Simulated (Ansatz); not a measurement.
# AlGeHO (triplet): wave-function methods side by side, cc-pVDZ

The task here is to estimate one member of a computed series from the others.

The runs use Ansatz 0.2.0, Gaussian basis; cc-pVDZ, core rule «outside noble gas», up to 20 orbitals frozen.

To be run: UHF; CCSD(T) on ROHF; CCSD(T) on UHF; BCCD(T) on ROHF; CISD as a restricted active space (open shells left free, so some higher excitations enter); CCSDT(Q) on ROHF; CCSDT(Q) on UHF; CASSCF and MRCISD+Q, 10 electrons in 10 orbitals; CASSCF and NEVPT2, 10 electrons in 10 orbitals.

24 further runs of the same task are left out: 6 that didn't finish, 18 set aside as unsound or not needed. Runs told in other sessions of the task aren't counted.

## The system

The geometry is a PBE0/def2-TZVP stationary point (not a proven minimum). No spin-orbit coupling is included. The filled d shell of Ge may be among the frozen orbitals whatever the setting's name suggests.

4 atoms, charge 0, spin multiplicity 3.

Atoms are counted from 1 here; the program's logs count them from 0.

Bond lengths: Al1–Ge2 2.419 Å, Al1–O3 1.651 Å, O3–H4 0.948 Å. Angles: Ge2–Al1–O3 180.0°, Al1–O3–H4 180.0°.

Set-up of the first run:

The input, in.yaml:

```yaml
crystal:
  periodic: [false, false, false]
  atoms:
    - {symbol: Al, position_ang: [0.000000, 0.000000, -0.457800]}
    - {symbol: Ge, position_ang: [0.000000, 0.000000, -2.877000]}
    - {symbol: O, position_ang: [0.000000, 0.000000, 1.193600]}
    - {symbol: H, position_ang: [0.000000, 0.000000, 2.141200]}
basis:
  gaussian: {orbitals: cc-pVDZ}
magnetization: {spin_polarized: true, initial_magnetization: 2}
hamiltonian: {xc: hf}
output: {orbitals: {seedname: orbitals}}
```

Run with:

```
$ ansatz run in.yaml --threads 1 --pin off --events-out ev --progress --plain --max-ram 2393MiB
```

Steps of the session up to this table: UHF; CCSD(T) on ROHF; CCSD(T) on UHF; BCCD(T) on ROHF; CISD as a restricted active space (open shells left free, so some higher excitations enter); CCSDT(Q) on ROHF; CCSDT(Q) on UHF; CASSCF and MRCISD+Q, 10 electrons in 10 orbitals; CASSCF and NEVPT2, 10 electrons in 10 orbitals.

One of the session's tables, all rows but one given; the rest of the session is left out.

It belongs to the step «Misses and costs». 

```
           method  from UCCSDT(Q) (kJ/mol)
             ROHF                   +872.2
              UHF                   +862.8
             RMP2                    +94.6
             UMP2                        ?
             CISD                   +115.3
            RCCSD                    +31.1
            UCCSD                    +30.4
         RCCSD(T)                     +6.7
         UCCSD(T)                     +6.3
          BCCD(T)                     +6.5
           RCCSDT                     +3.4
           UCCSDT                     +2.8
        RCCSDT(Q)                     +0.8
        UCCSDT(Q)                        0
  CASSCF frontier                   +534.2
  MRCISD frontier                    +57.9
MRCISD+Q frontier                     +9.5
```

Estimate the missing values for UMP2.

As computed: from UCCSDT(Q) (kJ/mol): +96.6. In the column «from UCCSDT(Q) (kJ/mol)» it lies between RMP2 (+94.6) and CISD (+115.3).

Not comparable, so not listed: CASSCF and NEVPT2, 10 electrons in 10 orbitals (they don't share determinant, frozen orbitals or solution with the rows shown, or repeat one).

Caveats from the session: Restricted and unrestricted rows rest on different reference determinants; a gap between their highest levels can come from leftover correlation error, from unlike frozen cores or from another state. Warnings in the runs' records: passed over end.
